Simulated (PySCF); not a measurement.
# [Eu(O2)2]−: forces at shaken geometries

Aim: move all atoms of relaxed [Eu(O2)2]− at random and read energies and forces. The structure is generated, not taken from experiment.

Method: BP86, Eu lcecp-1-SVP with ECP52, O def2-SVP; scalar-relativistic core potentials, no spin–orbit coupling; program: PySCF 2.14.0.

2 further runs of the same task are left out: 1 for a known fault of the program, 1 that didn't finish.

## 1. The starting structure

5 atoms, charge -1, spin multiplicity 1.

Bond lengths: Eu1–O2 2.182 Å, Eu1–O3 2.182 Å, Eu1–O4 2.182 Å, Eu1–O5 2.182 Å. Angles: O2–Eu1–O3 40.8°, O2–Eu1–O4 151.5°, O2–Eu1–O5 151.5°, O3–Eu1–O4 151.5°, O3–Eu1–O5 151.5°, O4–Eu1–O5 40.8°.

Coordinates:

```xyz
5

Eu    0.0000    0.0000    0.0000
O     0.5377    0.5377    2.0447
O    -0.5377   -0.5377    2.0447
O     0.5377   -0.5377   -2.0447
O    -0.5377    0.5377   -2.0447
```

Formal oxidation states: Eu +3. Each metal's 6 4f electrons lie in its core potential, so multiplicities, spins and levels count the valence alone. An earlier session relaxed this geometry at BP86, Eu lcecp-1-SVP with ECP52, O def2-SVP (singlet, point group D2d).

Its energy there is -336.037112 Eh.

## 2. Atoms moved at random, σ = 0.15 Å

Input file run.py (the lines that set the calculation):

```python
mol = gto.M(atom='''
Eu     0.04026     0.14561     0.17941
O      0.43932     0.62828     1.97120
O     -0.69236    -0.66602     2.22533
O      0.47168    -0.63628    -2.05719
O     -0.25890     0.52840    -2.31875''',
    basis={'Eu': 'lcecp-1-SVP', 'O': 'def2-SVP'},
    ecp={'Eu': 'lcecp-1-SVP'},
    charge=-1, spin=0)
mf = dft.RKS(mol, xc='B88,P86')
mf.grids.atom_grid = (50, 194)  # f atoms: unpruned, at least (60, 302)
mf = mf.density_fit()  # fitting sets: Eu AutoAux, O def2-universal-JKFIT
mf.conv_tol = 1e-08; mf.max_cycle = 55
mf.kernel(dm0)  # dm0: the density of the relaxed state
```

On the command line:

```console
OMP_NUM_THREADS=2 python run.py
```

## 3. Atoms moved at random, σ = 0.03 Å

Input file run.py (the lines that set the calculation):

```python
mol = gto.M(atom='''
Eu    -0.02189     0.01219    -0.00612
O      0.52670     0.55243     2.05256
O     -0.47715    -0.56803     2.02608
O      0.53951    -0.53454    -2.03011
O     -0.56717     0.53795    -2.04242''',
    basis={'Eu': 'lcecp-1-SVP', 'O': 'def2-SVP'},
    ecp={'Eu': 'lcecp-1-SVP'},
    charge=-1, spin=0)
mf = dft.RKS(mol, xc='B88,P86')
mf.grids.atom_grid = (50, 194)  # f atoms: unpruned, at least (60, 302)
mf = mf.density_fit()  # fitting sets: Eu AutoAux, O def2-universal-JKFIT
mf.conv_tol = 1e-08; mf.max_cycle = 55
mf.kernel(dm0)  # dm0: the density of the relaxed state
```

## 4. Atoms moved at random, σ = 0.03 Å

Input file run.py (the lines that set the calculation):

```python
mol = gto.M(atom='''
Eu     0.00922     0.03889     0.05313
O      0.52595     0.51968     2.02140
O     -0.54541    -0.57429     2.02724
O      0.57522    -0.53331    -2.00780
O     -0.56497     0.54903    -2.09397''',
    basis={'Eu': 'lcecp-1-SVP', 'O': 'def2-SVP'},
    ecp={'Eu': 'lcecp-1-SVP'},
    charge=-1, spin=0)
mf = dft.RKS(mol, xc='B88,P86')
mf.grids.atom_grid = (50, 194)  # f atoms: unpruned, at least (60, 302)
mf = mf.density_fit()  # fitting sets: Eu AutoAux, O def2-universal-JKFIT
mf.conv_tol = 1e-08; mf.max_cycle = 55
mf.kernel(dm0)  # dm0: the density of the relaxed state
```

What does the calculation give? Wanted: for each run, σ; energy rise; harmonic estimate −½ F·u; largest force component.

As calculated:

| σ (Å) | energy rise (eV) | harmonic estimate −½ F·u (eV) | largest force component (eV/Å) |
| --- | --- | --- | --- |
| 0.15 | 1.779 | 1.337 | 5.44 |
| 0.03 | 0.012 | 0.011 | 0.28 |
| 0.03 | 0.140 | 0.140 | 2.78 |

Every displacement raises the energy. For a harmonic well the rise equals −½ F·u; the two differ by at most 25 % here (a move with σ = 0.15 Å), from anharmonicity, the grid and the small forces left at the relaxed point. The bases are small and lack diffuse functions. Spin–orbit coupling is left out.
